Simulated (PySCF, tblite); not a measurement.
**C₄H₁₄GaNSi₂: geometry, infrared bands and NMR shifts**

What infrared bands and NMR shifts should C₄H₁₄GaNSi₂ (`C=C[CH2][GaH][N]([SiH3])C[SiH3]`) show?

Programs: tblite 0.8.0 and PySCF 2.14.0, with density-fitted response routines of our own. Each step states its level of theory. These are calculated values for one molecule in the gas phase, unless marked as measured. Atoms are numbered from 0 throughout.

## Step 1: The starting structure

22 atoms, charge 0, multiplicity 1; geometry from: force field or distance geometry start.

Bonds of the start (Å): C0–C1 1.34, C1–C2 1.53, C2–Ga3 2.01, Ga3–N4 1.78, N4–Si5 1.80, N4–C6 1.43, C6–Si7 1.85, C0–H8 1.09, C0–H9 1.08, C1–H10 1.09, C2–H11 1.12, C2–H12 1.12, Ga3–H13 1.69, Si5–H14 1.45, Si5–H15 1.47, Si5–H16 1.48, C6–H17 1.09, C6–H18 1.13, Si7–H19 1.47, Si7–H20 1.47, Si7–H21 1.48.

## Step 2: Geometry optimisation with GFN2-xTB

Job settings and geometry (Å):

```
{"job": {"kind": "relax", "xc": "GFN2-xTB", "basis": "xTB"}, "charge": 0, "multiplicity": 1}
C     -4.099400    -0.784300     0.661000
C     -3.263000     0.181000     0.264700
C     -2.014700     0.481800     1.088300
Ga    -0.471500     0.161700    -0.165700
N      1.225900     0.598000    -0.448800
Si     1.904700     2.165200    -1.022400
C      2.328800    -0.160100     0.049600
Si     2.394600    -1.923200    -0.517100
H     -4.999100    -1.024600     0.094300
H     -3.861600    -1.304700     1.572900
H     -3.433500     0.762900    -0.641300
H     -1.993500     1.593700     1.213700
H     -2.143700    -0.046000     2.069000
H     -0.910700    -1.438600    -0.473000
H      0.940300     3.244500    -0.928600
H      2.458500     2.029200    -2.377200
H      3.054600     2.529700    -0.161000
H      3.257400     0.385600    -0.143500
H      2.224500    -0.200400     1.177600
H      2.500900    -2.007500    -1.982400
H      1.234000    -2.723200    -0.107500
H      3.656200    -2.501200     0.005800
```

Command:

```bash
$ OMP_NUM_THREADS=1 python probes_run.py task.json out
```

One launch serves the whole session: the jobs run in the order shown.

The log of the run:

```text
step      E/eV     max force
  0    -631.46043    3.448
  1    -631.81678    1.691
  2    -631.97784    1.203
  3    -632.06279    0.810
  4    -632.14349    0.717
  5    -632.20122    0.647
  6    -632.24987    0.666
  7    -632.27054    0.389
  8    -632.28427    0.214
  9    -632.29464    0.263
 10    -632.30880    0.311
 11    -632.32286    0.323
 12    -632.33709    0.286
 13    -632.35371    0.260
 14    -632.37271    0.306
 15    -632.38976    0.308
 16    -632.40470    0.306
 17    -632.41892    0.259
 18    -632.43265    0.297
 19    -632.44528    0.212
 20    -632.45515    0.214
 21    -632.46357    0.224
 22    -632.47332    0.344
 23    -632.48424    0.382
 24    -632.49328    0.250
 25    -632.49989    0.185
 26    -632.50659    0.179
 27    -632.51500    0.272
 28    -632.52394    0.266
 29    -632.53089    0.152
 30    -632.53517    0.147
 31    -632.53821    0.142
 32    -632.54114    0.165
 33    -632.54381    0.114
 34    -632.54622    0.104
 35    -632.54869    0.111
 36    -632.55123    0.112
 37    -632.55330    0.087
 38    -632.55465    0.074
 39    -632.55564    0.067
 40    -632.55656    0.080
 41    -632.55732    0.069
 42    -632.55782    0.038
 43    -632.55813    0.046
 44    -632.55841    0.044
 45    -632.55873    0.052
 46    -632.55908    0.047
 47    -632.55938    0.046
 48    -632.55964    0.041
 49    -632.55990    0.035
 50    -632.56018    0.041
 51    -632.56045    0.038
 52    -632.56067    0.043
 53    -632.56085    0.032
 54    -632.56106    0.043
 55    -632.56135    0.052
 56    -632.56173    0.044
 57    -632.56212    0.047
 58    -632.56244    0.041
 59    -632.56270    0.038
 60    -632.56298    0.043
 61    -632.56328    0.042
 62    -632.56357    0.038
 63    -632.56383    0.033
 64    -632.56412    0.044
 65    -632.56449    0.046
 66    -632.56494    0.050
 67    -632.56534    0.053
 68    -632.56567    0.048
 69    -632.56598    0.040
 70    -632.56640    0.045
 71    -632.56698    0.054
 72    -632.56775    0.068
 73    -632.56866    0.074
 74    -632.56966    0.071
 75    -632.57064    0.069
 76    -632.57157    0.070
 77    -632.57252    0.079
 78    -632.57370    0.092
 79    -632.57527    0.100
 80    -632.57724    0.118
 81    -632.57944    0.130
 82    -632.57878    0.183
 83    -632.58318    0.161
 84    -632.58480    0.113
 85    -632.58920    0.132
 86    -632.59130    0.157
 87    -632.59625    0.202
 88    -632.60310    0.207
 89    -632.60671    0.119
 90    -632.60796    0.179
 91    -632.61228    0.107
 92    -632.61418    0.076
 93    -632.61651    0.080
 94    -632.61755    0.094
 95    -632.62032    0.117
 96    -632.62365    0.129
 97    -632.62648    0.103
 98    -632.62810    0.109
 99    -632.62987    0.104
100    -632.63248    0.124
101    -632.63573    0.167
102    -632.63928    0.118
103    -632.64248    0.125
104    -632.64457    0.132
105    -632.64709    0.124
106    -632.64935    0.111
107    -632.65084    0.097
108    -632.65194    0.081
109    -632.65294    0.086
110    -632.65380    0.075
111    -632.65469    0.075
112    -632.65580    0.114
113    -632.65724    0.131
114    -632.65897    0.102
115    -632.66026    0.061
116    -632.66123    0.055
117    -632.66203    0.065
118    -632.66269    0.050
119    -632.66332    0.048
120    -632.66396    0.050
121    -632.66456    0.061
122    -632.66505    0.047
123    -632.66542    0.039
124    -632.66573    0.035
125    -632.66599    0.046
126    -632.66621    0.046
127    -632.66639    0.034
128    -632.66656    0.028
129    -632.66677    0.030
130    -632.66701    0.033
131    -632.66725    0.035
132    -632.66745    0.037
133    -632.66763    0.031
134    -632.66783    0.031
135    -632.66808    0.035
136    -632.66834    0.031
137    -632.66854    0.029
138    -632.66868    0.026
139    -632.66883    0.029
140    -632.66903    0.033
141    -632.66925    0.028
142    -632.66940    0.023
143    -632.66952    0.022
144    -632.66963    0.025
145    -632.66976    0.028
146    -632.66992    0.029
147    -632.67007    0.029
148    -632.67021    0.028
149    -632.67035    0.031
150    -632.67051    0.032
151    -632.67067    0.025
152    -632.67081    0.027
153    -632.67096    0.029
154    -632.67112    0.032
155    -632.67134    0.039
156    -632.67162    0.038
157    -632.67193    0.045
158    -632.67221    0.049
159    -632.67243    0.035
160    -632.67261    0.032
161    -632.67282    0.032
162    -632.67304    0.047
163    -632.67321    0.037
164    -632.67331    0.031
165    -632.67340    0.021
166    -632.67348    0.022
167    -632.67356    0.020
168    -632.67363    0.020
169    -632.67370    0.019
170    -632.67379    0.020
171    -632.67390    0.023
172    -632.67401    0.021
173    -632.67411    0.022
174    -632.67419    0.022
175    -632.67428    0.020
176    -632.67437    0.018
177    -632.67446    0.022
178    -632.67454    0.021
179    -632.67461    0.016
180    -632.67466    0.014
181    -632.67470    0.012
182    -632.67474    0.016
183    -632.67476    0.016
184    -632.67479    0.015
185    -632.67481    0.015
186    -632.67484    0.013
187    -632.67487    0.017
188    -632.67491    0.016
189    -632.67495    0.018
190    -632.67498    0.015
191    -632.67501    0.010
192    -632.67504    0.009
```

Wall time 2.1 s (1 thread of Arm Neoverse V1, shared host); peak memory 0.18 GiB.

The steps of the relaxation: (not every step is listed)

| step | energy from step 0 (eV) | largest force (eV/Å) |
| --- | --- | --- |
| 0 | 0.0000 | 3.4483 |
| 1 | -0.3564 | 1.6910 |
| 2 | -0.5174 | 1.2026 |
| 3 | -0.6024 | 0.8097 |
| 4 | -0.6831 | 0.7168 |
| 5 | -0.7408 | 0.6473 |
| 6 | -0.7894 | 0.6662 |
| 7 | -0.8101 | 0.3891 |
| 8 | -0.8238 | 0.2143 |
| 25 | -1.0395 | 0.1851 |
| 42 | -1.0974 | 0.0381 |
| 59 | -1.1023 | 0.0382 |
| 76 | -1.1111 | 0.0702 |
| 93 | -1.1561 | 0.0803 |
| 110 | -1.1934 | 0.0751 |
| 127 | -1.2060 | 0.0343 |
| 144 | -1.2092 | 0.0249 |
| 161 | -1.2124 | 0.0322 |
| 178 | -1.2141 | 0.0210 |
| 187 | -1.2144 | 0.0175 |
| 188 | -1.2145 | 0.0164 |
| 189 | -1.2145 | 0.0175 |
| 190 | -1.2146 | 0.0151 |
| 191 | -1.2146 | 0.0099 |
| 192 | -1.2146 | 0.0091 |

Close pairs (by a distance rule), those that changed most:

| bond | before (Å) | after (Å) | change (Å) |
| --- | --- | --- | --- |
| Ga3–H13 | 1.688 | 1.578 | -0.110 |
| Ga3–N4 | 1.775 | 1.883 | +0.108 |
| N4–Si5 | 1.802 | 1.729 | -0.073 |
| C2–Ga3 | 2.014 | 2.067 | +0.053 |
| C6–Si7 | 1.853 | 1.901 | +0.047 |
| C1–C2 | 1.525 | 1.482 | -0.044 |
| C6–H18 | 1.134 | 1.100 | -0.034 |
| N4–C6 | 1.428 | 1.460 | +0.032 |

The next job starts from the end point, and lists it.

## Step 3: Harmonic vibrations with GFN2-xTB

Job settings and geometry (Å):

```
{"job": {"kind": "ir", "xc": "GFN2-xTB", "basis": "xTB"}, "charge": 0, "multiplicity": 1}
C     -3.779709    -0.751707     0.363725
C     -3.113513     0.391254     0.250371
C     -1.862596     0.698573     0.982962
Ga    -0.387173    -0.215542    -0.138824
N      1.318262     0.522486    -0.444348
Si     1.510801     2.234705    -0.582639
C      2.547850    -0.260136    -0.354513
Si     2.237976    -2.130971    -0.227435
H     -4.678512    -0.946750    -0.195921
H     -3.464465    -1.517112     1.057287
H     -3.454401     1.143459    -0.454192
H     -1.677972     1.772750     1.077658
H     -1.871423     0.250097     1.982339
H     -0.800848    -1.491135    -0.970816
H      0.159190     2.751059    -0.860124
H      2.440460     2.505716    -1.689176
H      2.064861     2.836381     0.644612
H      3.179511    -0.045578    -1.226566
H      3.131057     0.059033     0.521776
H      1.655327    -2.658128    -1.468702
H      1.308306    -2.354164     0.911533
H      3.526599    -2.774904     0.049421
```

The log of the run:

```text
mode    cm-1     km/mol
  1      19.7      0.26
  2      31.1      0.04
  3      42.6      0.78
  4      60.7      0.82
  5      78.2      0.08
  6     111.1      3.48
  7     127.0      6.18
  8     157.6      2.84
  9     175.6      1.10
 10     202.5      6.34
 11     213.5      2.62
 12     256.3      1.31
 13     360.5     44.03
 14     374.3     24.80
 15     414.6      4.40
 16     441.8     43.96
 17     485.7     29.10
 18     525.6    115.31
 19     568.4     97.38
 20     573.8     30.65
 21     600.6    240.23
 22     642.0     25.27
 23     666.8     31.07
 24     741.3     98.62
 25     748.0    143.92
 26     757.6      9.39
 27     768.8    113.69
 28     782.2    543.44
 29     788.3    229.72
 30     792.4     78.57
 31     816.0    304.35
 32     857.4     19.40
 33     887.6    305.92
 34     943.7     15.37
 35     991.8     17.25
 36    1002.1      9.94
 37    1050.7     61.71
 38    1111.2    110.70
 39    1165.1     11.94
 40    1181.5     12.90
 41    1272.6      1.92
 42    1285.7      4.39
 43    1397.3      6.42
 44    1429.4      2.06
 45    1476.0      2.52
 46    1542.1    417.96
 47    1671.4     38.22
 48    2036.5    311.44
 49    2139.1    322.44
 50    2140.8    338.48
 51    2185.1    305.44
 52    2204.9    234.31
 53    2236.5    385.40
 54    2830.3     72.97
 55    2876.6     78.29
 56    2904.8     23.67
 57    2921.4     24.79
 58    3014.2     41.10
 59    3072.9     29.49
 60    3121.1     41.81
```

It took 1.3 s on 1 thread of Arm Neoverse V1, shared host; peak memory 0.18 GiB.

Which atoms move in the most intense modes:

| cm⁻¹ | km/mol | atoms |
| --- | --- | --- |
| 782 | 543.4 | Si7 20 %, H21 18 %, C6 17 % |
| 888 | 305.9 | N4 64 %, Si5 20 %, C6 10 % |
| 1542 | 418.0 | H13 97 % |
| 2036 | 311.4 | H20 97 % |
| 2139 | 322.4 | H16 89 % |
| 2141 | 338.5 | H14 91 % |
| 2185 | 305.4 | H15 91 % |
| 2236 | 385.4 | H21 95 % |

## Step 4: Shielding tensors: PBE0/pcSseg-1

Same as in step 3 but for these lines:

```diff
@@ -1,2 +1,2 @@
-{"job": {"kind": "ir", "xc": "GFN2-xTB", "basis": "xTB"}, "charge": 0, "multiplicity": 1}
+{"job": {"kind": "nmr", "xc": "PBE0", "basis": "pcSseg-1"}, "charge": 0, "multiplicity": 1}
 C     -3.779709    -0.751707     0.363725
```

With the program's defaults for keys left out, this is: GIAO PBE0/pcSseg-1 NMR shielding, non-relativistic, gas phase.

The log of the run:

```text
coarse grid: 80688 points
cycle   1  E = -2718.2616969730  dE = -1.109e-01  |g| = 1.082e+00  |ddm| = 4.273e+00
cycle   2  E = -2718.0910377229  dE =  1.707e-01  |g| = 1.436e+00  |ddm| = 1.585e+00
cycle   3  E = -2718.3835334947  dE = -2.925e-01  |g| = 2.464e-01  |ddm| = 1.144e+00
cycle   4  E = -2718.3961964735  dE = -1.266e-02  |g| = 8.339e-02  |ddm| = 2.669e-01
cycle   5  E = -2718.3974849660  dE = -1.288e-03  |g| = 1.355e-02  |ddm| = 8.106e-02
cycle   6  E = -2718.3975240308  dE = -3.906e-05  |g| = 3.335e-03  |ddm| = 1.768e-02
cycle   7  E = -2718.3975268022  dE = -2.771e-06  |g| = 1.053e-03  |ddm| = 3.951e-03
final grid: 168176 points
cycle   8  E = -2718.3975326526  dE =  1.994e-07  |g| = 1.472e-03  |ddm| = 3.171e-03
cycle   9  E = -2718.3975317149  dE =  9.377e-07  |g| = 2.389e-03  |ddm| = 3.235e-03
cycle  10  E = -2718.3975332163  dE = -1.501e-06  |g| = 2.253e-04  |ddm| = 2.013e-03
cycle  11  E = -2718.3975332288  dE = -1.247e-08  |g| = 2.140e-05  |ddm| = 1.984e-04
cycle  12  E = -2718.3975332289  dE = -9.277e-11  |g| = 8.520e-06  |ddm| = 2.881e-05
converged SCF energy = -2718.3975332289

GIAO shielding tensors (ppm)
atom      isotropic    diamagn.    paramagn.     s11        s22        s33       span
  0 C       67.751     253.312    -185.561    -43.934     89.071    158.117    202.051
  1 C       43.289     258.354    -215.065    -80.568     47.712    162.723    243.291
  2 C      153.383     255.805    -102.423    131.229    155.561    173.358     42.128
  3 Ga    1274.880    2644.332   -1369.452   1162.309   1291.706   1370.626    208.317
  4 N      196.747     334.693    -137.946    130.691    206.944    252.605    121.914
  5 Si     399.000     882.615    -483.616    340.352    379.051    477.596    137.244
  6 C      148.840     245.489     -96.649    123.293    133.889    189.337     66.044
  7 Si     411.536     879.660    -468.124    372.896    415.883    445.828     72.931
  8 H       26.357      27.723      -1.366     23.170     25.606     30.294      7.125
  9 H       26.473      32.034      -5.562     22.459     25.785     31.174      8.715
 10 H       25.382      31.109      -5.728     22.811     25.164     28.170      5.360
 11 H       29.412      33.965      -4.553     25.375     29.012     33.850      8.475
 12 H       29.420      33.638      -4.218     25.376     28.177     34.706      9.331
 13 H       25.312      32.289      -6.977     19.751     22.157     34.027     14.276
 14 H       26.836      32.396      -5.560     22.306     26.759     31.443      9.136
 15 H       27.058      30.496      -3.438     23.474     25.123     32.576      9.102
 16 H       26.845      30.783      -3.938     23.208     24.702     32.627      9.419
 17 H       28.463      28.920      -0.458     23.755     27.078     34.554     10.799
 18 H       28.586      29.702      -1.116     23.454     27.182     35.123     11.669
 19 H       27.029      29.723      -2.694     23.664     25.760     31.663      7.999
 20 H       27.454      30.539      -3.085     23.776     27.865     30.721      6.944
 21 H       27.619      28.242      -0.622     24.347     25.078     33.433      9.086
```

Wall time 63 s (1 thread of Arm Neoverse V1, shared host); peak memory 1.1 GiB.

Shifts follow as δ = σ(reference) − σ, with reference shieldings (ppm) from runs at the same level and on the same kind of geometry: 1H TMS 31.72, 13C TMS 186.9, 29Si TMS 349.2, 15N NH3 267.7. The references are single molecules in the gas phase, so shifts against H2O, NH3, PH3, H3PO4 or CFCl3 are not on the usual liquid scales and can be off by tens of ppm. Atoms listed in one row are averaged.

| atoms | environment | σ (ppm) | δ (ppm) |
| --- | --- | --- | --- |
| C1 | alkene CH | 43.3 | 143.6 |
| C0 | terminal =CH2 carbon | 67.8 | 119.2 |
| C6 | sp3 CH2 bonded to N and Si | 148.8 | 38.1 |
| C2 | allylic sp3 CH2 bonded to Ga | 153.4 | 33.5 |
| H13 | hydrogen on a Ga bonded to C, N | 25.31 | 6.41 |
| H10 | hydrogen on an alkene CH | 25.38 | 6.34 |
| H8 | hydrogen on a terminal =CH2 carbon | 26.36 | 5.36 |
| H9 | hydrogen on a terminal =CH2 carbon | 26.47 | 5.24 |
| H14, H15, H16 | hydrogen on a silicon bonded to N | 26.91 | 4.80 |
| H19, H20, H21 | hydrogen on a silicon bonded to C | 27.37 | 4.35 |
| H17, H18 | hydrogen on an sp3 CH2 bonded to N and Si | 28.52 | 3.19 |
| H11, H12 | hydrogen on an allylic sp3 CH2 bonded to Ga | 29.42 | 2.30 |
| Ga3 | Ga bonded to C, N, H | 1275 | – |
| N4 | nitrogen bonded to C, Ga, Si | 196.7 | 71.0 |
| Si5 | silicon bonded to N, 3 H | 399.0 | -49.8 |
| Si7 | silicon bonded to C, 3 H | 411.5 | -62.4 |

Charges from the same density, by scheme (e):

| atoms | Mulliken | IAO | Hirshfeld | ESP fit |
| --- | --- | --- | --- | --- |
| C0 | -0.16 | -0.35 | -0.12 | -0.64 |
| C1 | -0.25 | -0.12 | -0.05 | 0.09 |
| C2 | -0.51 | -0.53 | -0.18 | -0.46 |
| Ga3 | 0.79 | 0.66 | 0.46 | 0.73 |
| N4 | -1.02 | -0.72 | -0.30 | -0.52 |
| Si5 | 0.63 | 0.74 | 0.32 | 0.36 |
| C6 | -0.25 | -0.41 | -0.12 | -0.24 |
| Si7 | 0.43 | 0.59 | 0.31 | 0.31 |

Mayer bond orders: C0–C1 1.93, C1–C2 1.04, C2–Ga3 0.81, Ga3–N4 0.77, N4–Si5 0.96, N4–C6 0.94, C6–Si7 0.93.

## Step 5: Results

| quantity | value |
| --- | --- |
| strongest single infrared mode (GFN2-xTB) | 782 cm⁻¹, 543 km/mol |
| zero-point energy (GFN2-xTB) | 94.7 kcal/mol |
| 13C shifts against TMS (PBE0/pcSseg-1) | 143.6, 119.2, 38.1, 33.5 ppm |
| 1H shifts against TMS (PBE0/pcSseg-1, means over atoms taken as alike) | 6.41, 6.34, 5.36, 5.24, 4.80, 4.35, 3.19, 2.30 ppm |
| 15N shifts against NH3 (PBE0/pcSseg-1) | 71.0 ppm |
| 29Si shifts against TMS (PBE0/pcSseg-1) | -49.8, -62.4 ppm |
| shieldings of Ga (PBE0/pcSseg-1) | Ga3 1274.9 ppm |

In words: Over 192 steps the energy fell by 1.215 eV; of the close pairs, Ga3–H13 changed most, 1.688 to 1.578 Å. No mode is imaginary among the 60: a minimum at this level. The strongest single mode, at 782 cm⁻¹, has its largest shares on Si7, H21 and C6 (the list is cut at 3 atoms). Unscaled tight-binding wavenumbers are off by several per cent, some by more. Its intensities can rank the bands wrongly. C1 (alkene CH) lies farthest downfield among carbon, at 143.6 ppm; an sp2 carbon of a C=C bond. At PBE0/pcSseg-1: The largest span, 243 ppm, is at C1, where the paramagnetic term is -215 ppm. Spin-orbit coupling is left out, which matters for shieldings and couplings at and beside the heavy atoms.
